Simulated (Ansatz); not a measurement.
Working through a band structure of Be3Rh, space group P6_3/mmc

Computed with Ansatz 0.2.0 through its Python package.

The cells in order, each with its output:

```python
from collections import Counter
from pathlib import Path
import json
import warnings

import ansatz as az
from ase.data import atomic_numbers
import numpy as np
import spglib
```

```python
warnings.simplefilter("ignore", az.DeckWarning)
```

```python
lattice = az.Lattice.of(
    (4.80888, 0.0, 0.0),
    (-2.40444, 4.16461, 0.0),
    (0.0, 0.0, 3.74337),
)
sites = [
    ("Be", (0.16016, 0.32032, 0.25)),
    ("Be", (0.67968, 0.83984, 0.25)),
    ("Be", (0.16016, 0.83984, 0.25)),
    ("Be", (0.83984, 0.67968, 0.75)),
    ("Be", (0.32032, 0.16016, 0.75)),
    ("Be", (0.83984, 0.16016, 0.75)),
    ("Rh", (1 / 3, 2 / 3, 0.75)),
    ("Rh", (2 / 3, 1 / 3, 0.25)),
]
structure = az.Crystal(lattice=lattice)
for symbol, position in sites:
    structure = structure.atom(symbol, position)
```

```python
structure.resolved().sites[-1]
```

    Site(symbol='Rh', position=(0.6666666666666666, 0.3333333333333333, 0.25), moment=None, axis=None, held=None, saved=None)

```python
# vertices of the path, as fractions of the reciprocal vectors
path = [
    ("G", (0.0, 0.0, 0.0)),
    ("M", (0.5, 0.0, 0.0)),
    ("K", (0.33333, 0.33333, 0.0)),
    ("G", (0.0, 0.0, 0.0)),
    ("A", (0.0, 0.0, 0.5)),
    ("L", (0.5, 0.0, 0.5)),
    ("H", (0.33333, 0.33333, 0.5)),
]
calc = (
    structure.calculation()
    .functional("lda")
    .kpoints(5, 5, 5, shift=0.5)
    .mixing("broyden", ndim=4, beta=0.6)
    .occupations("methfessel_paxton", width=0.2)
    .pseudopotentials("nc")
    .accuracy("low")  # preset for grids and thresholds
    .scf(tolerance=1e-08, lower_state_search="standard")
    .band_structure([point for _, point in path], intervals=6)
    .scf(extra_bands=6)
    .density()
    .potential()
    .electron_localization_function()
    .output_files(volumetric_format="npy")
)
out = calc.run(events_out="events.ndjson")
rep = out.report
```

    

```python
rep["n_kpoints"], rep["n_symmetry_ops"], rep["n_pw"]
```

    (27, 8, 7095)

```python
[(site.symbol, site.position_frac.round(4).tolist()) for site in out.lattice.sites]
```

    [(<Element.BE: 'Be'>, [0.1602, 0.3203, 0.25]), (<Element.BE: 'Be'>, [0.6797, 0.8398, 0.25]),
     (<Element.BE: 'Be'>, [0.1602, 0.8398, 0.25]), (<Element.BE: 'Be'>, [0.8398, 0.6797, 0.75]),
     (<Element.BE: 'Be'>, [0.3203, 0.1602, 0.75]), (<Element.BE: 'Be'>, [0.8398, 0.1602, 0.75]),
     (<Element.RH: 'Rh'>, [0.3333, 0.6667, 0.75]), (<Element.RH: 'Rh'>, [0.6667, 0.3333, 0.25])]

```python
with open("events.ndjson") as stream:
    kinds = Counter(json.loads(line)["event"] for line in stream)
print("events:", {kind: kinds[kind] for kind in ("scf_iter", "scf_done", "notice", "finished")})
```

    events: {'scf_iter': 10, 'scf_done': 1, 'notice': 2, 'finished': 1}

```python
energy = rep["free_energy_ev"]
print("Be3Rh: {:.6f} eV = {:.6f} Ry = {:.6f} Ha".format(energy, energy / 13.605693, energy / 27.211386))
print("Fermi level {:.4f} eV, {} k-points, {} symmetry operations".format(rep["fermi_energy_ev"], rep["n_kpoints"], rep["n_symmetry_ops"]))
```

    Be3Rh: -8646.522767 eV = -635.507707 Ry = -317.753854 Ha
    Fermi level 13.4730 eV, 27 k-points, 8 symmetry operations

```python
spg_cell = (out.lattice.cell_ang, [s.position_frac for s in out.lattice.sites], [atomic_numbers[s.symbol] for s in out.lattice.sites])
# the group found depends on the tolerance
found = spglib.get_symmetry_dataset(spg_cell, symprec=1e-3)
print(found.international, found.number, "point group", found.pointgroup)
for site, letter, group in zip(out.lattice.sites, found.wyckoffs, found.site_symmetry_symbols):
    print(f"  {site.symbol:2s} Wyckoff {letter}  site symmetry {group}")
```

    P6_3/mmc 194 point group 6/mmm
      Be Wyckoff h  site symmetry mm2
      Be Wyckoff h  site symmetry mm2
      Be Wyckoff h  site symmetry mm2
      Be Wyckoff h  site symmetry mm2
      Be Wyckoff h  site symmetry mm2
      Be Wyckoff h  site symmetry mm2
      Rh Wyckoff d  site symmetry -6m2
      Rh Wyckoff d  site symmetry -6m2

```python
folder = Path(out.write_results("fields"))
print("densities in e/A^3, potentials in eV, ELF without unit")
for name in sorted(p.name for p in folder.glob("*.npy")):
    field = np.load(folder / name)
    print(f"{name:16s} {str(field.shape):16s} min {field.min():10.4f}  mean {field.mean():10.4f}  max {field.max():10.4f}")
```

    densities in e/A^3, potentials in eV, ELF without unit
    elf.npy          (54, 54, 40)     min     0.0000  mean     0.3915  max     1.0000
    rho.npy          (54, 54, 40)     min     0.1877  mean     0.7737  max    29.5038
    v_es.npy         (54, 54, 40)     min  -288.6917  mean     3.2077  max    15.6866
    v_tot.npy        (54, 54, 40)     min  -351.5932  mean    -9.3087  max     6.0915

```python
bands = out.band_structure()
fermi = bands.fermi_energy_ev
print(f"zero of the bands: {fermi:.3f} eV, the Fermi level found on the SCF mesh")
for spin, channel in enumerate(bands.channels):
    print("channel", spin, "- computed levels within 6 eV of the Fermi level")
    for i, (label, _) in enumerate(path):
        levels = channel.eigenvalues_ev[i * 6] - fermi
        print(f"  {label:3s}", " ".join(f"{e:7.3f}" for e in levels if abs(e) < 6))
```

    zero of the bands: 13.473 eV, the Fermi level found on the SCF mesh
    channel 0 - computed levels within 6 eV of the Fermi level
      G    -5.577  -5.219  -4.895  -4.895  -4.009  -4.008  -3.565  -3.563  -2.725  -2.698  -2.696  -1.348  -1.346  -1.108   0.031   1.175   1.177   4.972   4.973   5.628
      M    -4.640  -4.288  -4.216  -4.162  -4.148  -3.978  -3.119  -2.954  -2.328  -1.998  -0.735   1.344   1.570   2.866   3.674   4.037   4.761   5.272
      K    -4.890  -4.490  -4.488  -4.171  -3.541  -3.541  -3.439  -3.438  -2.498  -1.789   0.855   1.621   2.608   2.608   2.816   2.817   2.942   5.917
      G    -5.577  -5.219  -4.895  -4.895  -4.009  -4.008  -3.565  -3.563  -2.725  -2.698  -2.696  -1.348  -1.346  -1.108   0.031   1.175   1.177   4.972   4.973   5.628
      A    -4.782  -4.782  -4.781  -4.781  -3.087  -3.087  -3.085  -3.085  -2.523  -2.523  -2.015  -2.015  -0.306  -0.306  -0.304  -0.304   4.391   4.391
      L    -5.626  -5.626  -4.570  -4.570  -4.563  -4.563  -3.746  -3.746  -2.327  -2.327  -1.602  -1.602   0.149   0.149   0.495   0.495   5.583   5.583
      H    -4.918  -4.918  -4.089  -4.089  -3.592  -3.592  -2.364  -2.364  -1.381  -1.381  -1.226  -1.226   2.331   2.331   4.497   4.497

These settings explore the input space; cutoff and mesh may be short of convergence. The computed bands are complete only to about 5.5 eV above the Fermi level. For a metal this k-point mesh is coarse: on a finer one energies can move by several to tens of meV an atom and pressures by half a GPa or more, differences at one mesh by less. An absolute Fermi energy rests on an arbitrary zero of the periodic potential and has no direct meaning. The mesh has less symmetry than the crystal, which the program warned of. The fields are valence quantities on the plane-wave grid; their values near the nuclei depend on the potentials. The structure comes from a database of computed cells and needn't be a stable or known phase. Levels are Kohn-Sham eigenvalues on this mesh, without spin-orbit coupling. The script silences the warnings on its input, which a real study should read. Run time: 41 s on 1 thread of Arm Neoverse V2, on a shared host, peak memory 0.64 GiB.

(Lines on the test bed's own set-up are left out of the output.)
